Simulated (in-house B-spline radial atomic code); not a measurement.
# Ga⁴⁺: excited configurations in jj coupling

Wanted: excitation energies of Ga⁴⁺ as differences of total energies (ΔSCF).

Program: in-house B-spline radial atomic code version 1. Level of theory: Dirac-Hartree-Fock, average of configuration, Fermi nucleus, basis-set limit. These are calculated values, not measurements, unless marked.

**1. The system**

| Property | Result |
| --- | --- |
| element | gallium (Z = 31) |
| charge | +4 |
| electrons | 27 |
| configuration | 1s2 2s2 2p6 3s2 3p6 3d-4 3d+5 |
| Hamiltonian | Dirac-Coulomb |
| nucleus | Fermi, rms radius 3.997 fm |

In configurations, a minus sign after the shell means j = l − 1/2 and a plus sign j = l + 1/2; the count of electrons follows.

Settings of the run:

```ini
Z = 31
electrons = 27.0
configuration = 1s2 2s2 2p6 3s2 3p6 3d-4 3d+5
hamiltonian = dirac
method = hf
spin_polarised = False
nucleus = fermi
rms_radius = 3.9973
mass_number = 69
atomic_mass = 68.925573528
speed_of_light = 137.035999084
```

This reference run was done before. Its total energy is -1938.352858 hartree, and its levels are (the highest eight at most):

```
orbital  occupation  energy (eV)  <r> (bohr)
  2s1/2           2     -1401.45      0.2167
  2p1/2           2     -1242.35      0.1883
  2p3/2           4     -1213.82      0.1916
  3s1/2           2      -236.69      0.6459
  3p1/2           2      -184.10      0.6634
  3p3/2           4      -178.63      0.6732
  3d3/2           4      -90.002      0.7345
  3d5/2           5      -89.210      0.7394
```

**2. Configuration 1s2 2s2 2p6 3s2 3p-2 3p+3 3d-3 3d+6 4d+1**

Settings of the run:

```ini
Z = 31
electrons = 27.0
configuration = 1s2 2s2 2p6 3s2 3p-2 3p+3 3d-3 3d+6 4d+1
hamiltonian = dirac
method = hf
spin_polarised = False
nucleus = fermi
rms_radius = 3.9973
mass_number = 69
atomic_mass = 68.925573528
speed_of_light = 137.035999084
```

**3. Run with 1s2 2s2 2p6 3s2 3p-1 3p+4 3d-4 3d+5 5d-1**

Changes to the settings of step 2:

```diff
@@ -2,3 +2,3 @@
 electrons = 27.0
-configuration = 1s2 2s2 2p6 3s2 3p-2 3p+3 3d-3 3d+6 4d+1
+configuration = 1s2 2s2 2p6 3s2 3p-1 3p+4 3d-4 3d+5 5d-1
 hamiltonian = dirac
```

**4. 1s2 2s2 2p6 3s2 3p6 3d-3 3d+5 6g+1**

Changes to the settings of step 3:

```diff
@@ -2,3 +2,3 @@
 electrons = 27.0
-configuration = 1s2 2s2 2p6 3s2 3p-1 3p+4 3d-4 3d+5 5d-1
+configuration = 1s2 2s2 2p6 3s2 3p6 3d-3 3d+5 6g+1
 hamiltonian = dirac
```

**5. 1s2 2s2 2p6 3s2 3p6 3d-4 3d+4 7g+1**

Changes to the settings of step 4:

```diff
@@ -2,3 +2,3 @@
 electrons = 27.0
-configuration = 1s2 2s2 2p6 3s2 3p6 3d-3 3d+5 6g+1
+configuration = 1s2 2s2 2p6 3s2 3p6 3d-4 3d+4 7g+1
 hamiltonian = dirac
```

**6. Run with 1s2 2s2 2p6 3s2 3p6 3d-3 3d+5 4f+1**

Changes to the settings of step 5:

```diff
@@ -2,3 +2,3 @@
 electrons = 27.0
-configuration = 1s2 2s2 2p6 3s2 3p6 3d-4 3d+4 7g+1
+configuration = 1s2 2s2 2p6 3s2 3p6 3d-3 3d+5 4f+1
 hamiltonian = dirac
```

**7. Configuration 1s2 2s2 2p6 3s2 3p6 3d-3 3d+5 4p+1**

Changes to the settings of step 6:

```diff
@@ -2,3 +2,3 @@
 electrons = 27.0
-configuration = 1s2 2s2 2p6 3s2 3p6 3d-3 3d+5 4f+1
+configuration = 1s2 2s2 2p6 3s2 3p6 3d-3 3d+5 4p+1
 hamiltonian = dirac
```

**8. Configuration 1s2 2s2 2p6 3s2 3p-1 3p+4 3d-3 3d+6 7p-1**

Changes to the settings of step 7:

```diff
@@ -2,3 +2,3 @@
 electrons = 27.0
-configuration = 1s2 2s2 2p6 3s2 3p6 3d-3 3d+5 4p+1
+configuration = 1s2 2s2 2p6 3s2 3p-1 3p+4 3d-3 3d+6 7p-1
 hamiltonian = dirac
```

**9. Configuration 1s2 2s2 2p6 3s2 3p-1 3p+4 3d-4 3d+5 6d+1**

Changes to the settings of step 8:

```diff
@@ -2,3 +2,3 @@
 electrons = 27.0
-configuration = 1s2 2s2 2p6 3s2 3p-1 3p+4 3d-3 3d+6 7p-1
+configuration = 1s2 2s2 2p6 3s2 3p-1 3p+4 3d-4 3d+5 6d+1
 hamiltonian = dirac
```

How far above the reference does each configuration lie (order and size, in eV)?

The runs gave:

| net move | configuration | energy above the reference (eV) | with Breit, QED, recoil (eV) | largest <r> (bohr) |
| --- | --- | --- | --- | --- |
| 3d3/2 → 4p3/2 | 1s2 2s2 2p6 3s2 3p6 3d-3 3d+5 4p+1 | 38.751 | 38.754 | 2.03 |
| 3d3/2 → 4f7/2 | 1s2 2s2 2p6 3s2 3p6 3d-3 3d+5 4f+1 | 64.775 | 64.764 | 3.51 |
| 3d3/2 → 6g9/2 | 1s2 2s2 2p6 3s2 3p6 3d-3 3d+5 6g+1 | 76.817 | 76.807 | 8.79 |
| 3d5/2 → 7g9/2 | 1s2 2s2 2p6 3s2 3p6 3d-4 3d+4 7g+1 | 78.592 | 78.615 | 12.7 |
| 3d3/2, 3p3/2 → 3d5/2, 4d5/2 | 1s2 2s2 2p6 3s2 3p-2 3p+3 3d-3 3d+6 4d+1 | 144.02 | 143.89 | 2.62 |
| 3p1/2 → 5d3/2 | 1s2 2s2 2p6 3s2 3p-1 3p+4 3d-4 3d+5 5d-1 | 161.26 | 161.08 | 4.91 |
| 3d3/2, 3p1/2 → 3d5/2, 7p1/2 | 1s2 2s2 2p6 3s2 3p-1 3p+4 3d-3 3d+6 7p-1 | 167.45 | 167.24 | 9.66 |
| 3p1/2 → 6d5/2 | 1s2 2s2 2p6 3s2 3p-1 3p+4 3d-4 3d+5 6d+1 | 167.75 | 167.57 | 7.81 |

**Reading.** At the bottom stands 3d3/2 → 4p3/2 (38.751 eV), at the top 3p1/2 → 6d5/2 (167.75 eV). Koopmans' estimate of the ionisation threshold is 89.210 eV; 4 configurations exceed it by over 2 % and could autoionise. Two partly filled shells share a symmetry and can mix in the average, which may lower the energy, for: 3d3/2, 3p1/2 → 3d5/2, 7p1/2; 3p1/2 → 6d5/2. These are averages over configurations, without correlation, not spectroscopic levels.
